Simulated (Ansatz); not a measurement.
# BrHOSn: a ladder of functionals and wavefunction methods

Aim: compute BrHOSn with functionals from several rungs and with coupled cluster, and see how far each lands from CCSD(T) at the basis-set limit for the atomisation energy.

Program: Ansatz 0.2.0, Gaussian basis. Level of theory: functionals in def2-TZVPP, the program's frozen cores in correlated methods. These are calculated values, not measurements.

Levels to be run: LDA (SPW92), PBE-D4, revPBE-D4, BLYP-D4, r2SCAN-D4, B97M-V, PBE0-D4, B3LYP-D4, r2SCANh-D4, r2SCAN0-D4, HSE06-D4, BHLYP-D4, CAM-B3LYP-D4, LC-ωPBE, ωB97X-V, ωB97M-V, B2PLYP, PBE-QIDH; CCSD(T)/def2-SVP; CCSD(T)/def2-TZVPP; MP2/def2-QZVPP; extrapolation to the limit; RPA on PBE.

## Step 1: The relaxed structure

An earlier PBE0-D4 in a triple-zeta def2 set relaxation fixed the geometry. Sn takes the def2 core potential; no spin-orbit term is included.

SMILES `[OH][Sn][Br]`, 4 atoms, charge 0, spin multiplicity 1.

Atoms are counted from 1 here; the program's logs count them from 0.

Bond lengths: O1–Sn2 1.975 Å, O1–H4 0.962 Å, Sn2–Br3 2.517 Å. Angles: Sn2–O1–H4 114.8°, O1–Sn2–Br3 94.6°.

## Step 2: LDA

This LDA is Slater exchange with PW92 correlation.

File in.yaml:

```yaml
crystal:
  periodic: [false, false, false]
  atoms:
    - {symbol: O, position_ang: [-0.446336, 0.542383, -0.727755]}
    - {symbol: Sn, position_ang: [-0.328813, -0.563506, 0.903863]}
    - {symbol: Br, position_ang: [2.164204, -0.876392, 0.756342]}
    - {symbol: H, position_ang: [-1.333455, 0.837215, -0.952850]}
basis:
  gaussian: {orbitals: def2-TZVPP}
hamiltonian: {xc: lda}
output: {orbitals: {seedname: orbitals}}
```

Further steps of the session: PBE-D4 (GGA); revPBE-D4 (GGA); BLYP-D4 (GGA); r2SCAN-D4 (meta-GGA); B97M-V (meta-GGA); PBE0-D4 (hybrid); B3LYP-D4 (hybrid); r2SCANh-D4 (hybrid); r2SCAN0-D4 (hybrid); HSE06-D4 (hybrid); BHLYP-D4 (hybrid); CAM-B3LYP-D4 (range-separated); LC-ωPBE-D4 (range-separated); ωB97X-V (range-separated); ωB97M-V (range-separated); B2PLYP (double hybrid); PBE-QIDH (double hybrid); CCSD(T) in def2-SVP; CCSD(T) in def2-TZVPP; MP2 in def2-QZVPP; RPA on PBE orbitals.

Q: Predict the results of all the runs planned. Wanted: atomisation energy, CCSD(T)/CBS; farthest beyond LDA; mean size of error, GGA; mean size of error, meta-GGA; mean size of error, hybrid; mean size of error, range-separated; mean size of error, double hybrid; gap, smallest and largest; T1 diagnostic.

**Answer**, as computed:

| quantity | value |
| --- | --- |
| atomisation energy, CCSD(T)/CBS | 1219.5 kJ/mol |
| functionals within 12.2 kJ/mol (1.0 %) | BLYP-D4 |
| farthest beyond LDA | BHLYP-D4 (-102.8 kJ/mol) |
| mean size of error, GGA | 18.2 kJ/mol |
| mean size of error, meta-GGA | 17.4 kJ/mol |
| mean size of error, hybrid | 55.5 kJ/mol |
| mean size of error, range-separated | 41.5 kJ/mol |
| mean size of error, double hybrid | 51.1 kJ/mol |
| gap, smallest and largest | 3.09 eV (BLYP-D4), 9.29 eV (LC-ωPBE) |
| T1 diagnostic | 0.0146 |
| triples share of the correlation energy | 3.4 % |

The LDA atomisation energy is off by 197.9 kJ/mol (16 %): it overbinds. PBE-D4 is off by +13.7 kJ/mol. Double hybrids carry the basis error of their MP2 part in triple zeta, and no dispersion term here, so their miss is partly the set-up's. Taken by rung, meta-GGA functionals do best (17.4 kJ/mol on average) and hybrid ones worst beyond LDA (55.5 kJ/mol). The gap between the best rungs is small, so their order is not settled. The mean of the hybrids holds BHLYP, with half exact exchange. Misses under about 12.2 kJ/mol are within the doubt on the reference itself, which lacks core-valence correlation, spin-orbit coupling and higher excitations, and its outer-core shells are covered unevenly. All levels share the lack of spin-orbit coupling, which lowers the free heavy atoms and so the true binding. Hartree-Fock recovers 61 % of the binding; the rest is correlation. CCSD(T) in def2-SVP is off by -166.0 kJ/mol, more than most functionals: a good method in a small basis is no reference. Orbital gaps span 3.1 to 9.3 eV; exact exchange widens them. Correlated methods include outer-core shells of Br, Sn, which these sets cover unevenly.
